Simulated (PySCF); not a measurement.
# C8H13O3P: the cost of one run

Programs: PySCF 2.14.0, with routines of our own; each step states its level. All values are computed. Atoms count from 0.

## (1) The starting structure

25 atoms, charge 0, multiplicity 1; geometry from: GFN2-xTB.

## (2) Optimising the geometry at PBE0/def2-SV(P)

Job settings and geometry (Å):

```
{"job": {"xc": "PBE0", "basis": "def2-SV(P)", "grid": 1, "kind": "geom"}, "charge": 0, "multiplicity": 1}
C     -2.678461     1.610302    -0.138979
C     -2.009384     0.242399    -0.105790
C     -1.162059     0.054797     1.148488
C     -0.519329    -1.323741     1.189497
P      0.536035    -1.656493    -0.276485
O     -0.104547    -2.135880    -1.507102
O      1.541443    -2.774813     0.322791
C      1.577060    -0.202555    -0.502750
C      2.451214     0.433507     0.420246
C      2.993772     1.482347    -0.250314
O      2.518834     1.541247    -1.507951
C      1.665400     0.523836    -1.654748
H     -1.932195     2.401731    -0.119764
H     -3.333233     1.735697     0.721156
H     -3.273477     1.722288    -1.041562
H     -2.771020    -0.539026    -0.145614
H     -1.370713     0.120838    -0.983229
H     -1.785452     0.188672     2.037391
H     -0.382137     0.820837     1.172339
H     -1.279705    -2.108309     1.198553
H      0.105464    -1.437680     2.075966
H      1.679423    -3.437067    -0.357339
H      2.643648     0.131709     1.429125
H      3.701075     2.233028     0.043004
H      1.177409     0.396473    -2.600410
```

On the command line:

```bash
> OMP_NUM_THREADS=4 python excited_run.py task.json out
```

This one command runs all jobs of the session in turn.

Q: Estimate the wall time and peak memory of this first job on 4 threads of Intel Xeon 6975P-C, shared host.

About 1.7 min, with a peak of 1.3 GiB.
